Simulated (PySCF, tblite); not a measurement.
**C₄H₂F₂O₂+ (doublet): geometry, infrared bands and EPR parameters**

Wanted: the infrared bands and EPR parameters of C₄H₂F₂O₂+ (doublet) (`OC1=C(F)[CH][C+](F)O1`), by calculation.

Computed with tblite 0.8.0 and PySCF 2.14.0, with density-fitted response routines of our own, on a single molecule in the gas phase. Atoms are numbered from 0 throughout.

## (1) The molecule as given

10 atoms, charge 1, multiplicity 2; geometry from: force field or distance geometry start.

Bonds of the start (Å): O0–C1 1.42, C1–C2 1.33, C2–F3 1.35, C2–C4 1.50, C4–C5 1.51, C5–F6 1.36, C5–O7 1.38, O7–C1 1.38, O0–H8 1.02, C4–H9 1.12.

## (2) Optimising the geometry with GFN2-xTB

The job: settings as JSON, then the geometry in Å.

```
{"job": {"kind": "relax", "xc": "GFN2-xTB", "basis": "xTB"}, "charge": 1, "multiplicity": 2}
O      2.221700     0.187600    -0.577900
C      0.845300     0.142100    -0.252400
C      0.217800    -0.887400     0.314500
F      0.749300    -2.083600     0.658400
C     -1.232800    -0.550200     0.516300
C     -1.315700     0.854000    -0.033800
F     -2.424000     1.647800    -0.093100
O     -0.038200     1.188700    -0.449000
H      2.827900     0.730600     0.031700
H     -1.842400    -1.224900    -0.137400
```

Started as:

```
$ OMP_NUM_THREADS=1 python probes_run.py task.json out
```

This one command runs all jobs of the session in turn.

**Question.** This job is followed by: GFN2-xTB harmonic vibrations, gas phase; UKS B3LYP, pcH-1 on C F H O, non-relativistic, mean-field spin-orbit, GIAO. Predict these results of the whole session: strongest single infrared mode (GFN2-xTB); zero-point energy (GFN2-xTB); g(iso) (B3LYP); ⟨S²⟩; largest a(iso).

The runs gave:

```
                                 quantity                  value
strongest single infrared mode (GFN2-xTB)  1550 cm⁻¹, 738 km/mol
             zero-point energy (GFN2-xTB)          35.0 kcal/mol
                           g(iso) (B3LYP)                2.00373
                                     ⟨S²⟩     0.759 (exact 0.75)
                           largest a(iso)    19F on F6, 83.0 MHz
```

In words: The optimisation took 31 steps and gained 3.200 eV; among the close pairs (by a distance rule), O0–C1 changed most, from 1.415 to 1.271 Å. No mode is imaginary among the 24: a minimum at this level. The strongest single mode, at 1550 cm⁻¹, is carried by C5, C1, C4. Unscaled tight-binding wavenumbers are off by several per cent, some by more. Its intensities can rank the bands wrongly. The largest spin populations lie on C5 (0.34 e), C1 (0.31 e). The isotropic g lies 1.4 ppt above the free-electron value.
